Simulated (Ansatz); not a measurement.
# Si2W: equation of state

An exercise on one series of results from a longer session: the logs are not shown, and one member is left open.

Method: DFT PBEsol, scalar-relativistic, in Ansatz 0.2.0.

1 further run of the same task is left out (it didn't finish).

## The system as given

Symmetry: I4/mmm, No. 139, tetragonal system. Conventional cell: a = 3.212 Å, b = 3.212 Å, c = 7.880 Å, α = 90.00°, β = 90.00°, γ = 90.00°. Si (site symmetry 4mm) has 5 Si at 2.62 to 2.63 Å and 5 W at 2.62 Å in its first shell of neighbours. W (site symmetry 4/mmm) is surrounded by 10 Si at 2.62 Å.

Structure file:

```cif
data_structure
_symmetry_space_group_name_H-M 'I4/mmm'
_symmetry_Int_Tables_number 139
_cell_length_a 3.2120
_cell_length_b 3.2120
_cell_length_c 7.8800
_cell_angle_alpha 90.000
_cell_angle_beta 90.000
_cell_angle_gamma 90.000
_cell_volume 81.30
loop_
_atom_site_label
_atom_site_type_symbol
_atom_site_symmetry_multiplicity
_atom_site_Wyckoff_symbol
_atom_site_fract_x
_atom_site_fract_y
_atom_site_fract_z
_atom_site_occupancy
Si1 Si 4 e 0.00000 0.00000 0.33300 1
W1 W 2 a 0.00000 0.00000 0.00000 1
```

The file gives the conventional cell by its symmetry; the runs use the cell typed in the input.

Atoms are numbered in the order of the input: Si1, Si2, W3.

Set-up of the first run:

File input.yaml:

```yaml
crystal:
  lattice:
    - [-1.5732152906, 1.5732152906, 3.8595692683]
    - [1.5732152906, -1.5732152906, 3.8595692683]
    - [1.5732152906, 1.5732152906, -3.8595692683]
  atoms:
    - { symbol: Si, position: [0.333, 0.333, 0.0] }
    - { symbol: Si, position: [0.667, 0.667, 0.0] }
    - { symbol: W, position: [0.0, 0.0, 0.0] }
kpoints:
  mp_grid: { grid: [18, 18, 18] }
  band_path:
    path:
      - [0.0, 0.0, 0.0]
      - [0.0, 0.0, 0.5]
      - [0.25, 0.25, 0.25]
      - [0.0, 0.5, 0.0]
      - [0.0, 0.0, 0.0]
      - [0.5, 0.5, -0.5]
      - [0.2915373367, 0.7084626633, -0.2915373367]
      - [-0.2915373367, 0.2915373367, 0.2915373367]
      - [0.0, 0.0, 0.0]
    npoints: 5
scf:
  occupations: { method: fermi_dirac, width: 0.03 }
hamiltonian:
  xc: pbesol
  pseudopotentials: { kind: all_electron, lapw: { basis_error: 0.0005 } }
output:
  forces: true
  stress: true
  eigenvalues: true
```

Launch:

```console
$ ansatz run input.yaml --threads 1 --pin off --max-ram 4096MiB --backend cpu --events-out ev --progress --plain --runs-dir out
```

Among the steps run: Volume × 0.94, LAPW; Volume × 0.94, PAW; Volume × 0.98, LAPW; Volume × 0.98, PAW; Volume × 0.98, crystal datasets; Volume × 1.01, LAPW; Volume × 1.01, PAW; Volume × 1.01, crystal datasets; Volume × 1.04, LAPW; Volume × 1.04, PAW; Volume × 1.04, crystal datasets.

One of the session's tables, all rows but one given; the rest of the session is left out.

It belongs to the step «The equation of state». 

| method | volume (Å³/atom) | largest force (eV/Å) |
| --- | --- | --- |
| LAPW | 12.737 | 0.150 |
| LAPW | 13.279 | 0.240 |
| LAPW | 13.685 | 0.299 |
| LAPW | 14.092 | 0.351 |
| PAW | 12.737 | 0.146 |
| PAW | 13.279 | ? |
| PAW | 13.685 | 0.297 |
| PAW | 14.092 | 0.349 |
| crystal datasets | 13.279 | 0.240 |
| crystal datasets | 13.685 | 0.299 |
| crystal datasets | 14.092 | 0.351 |

**Question.** Estimate the row for PAW, 13.279.

**Answer.** largest force (eV/Å): 0.237. In the column «largest force (eV/Å)» it lies between LAPW, 12.737 (0.150) and LAPW, 13.279 (0.240).

Limits of these values: Warnings in the runs' records: gradients without spin orbit, crystal datasets made.
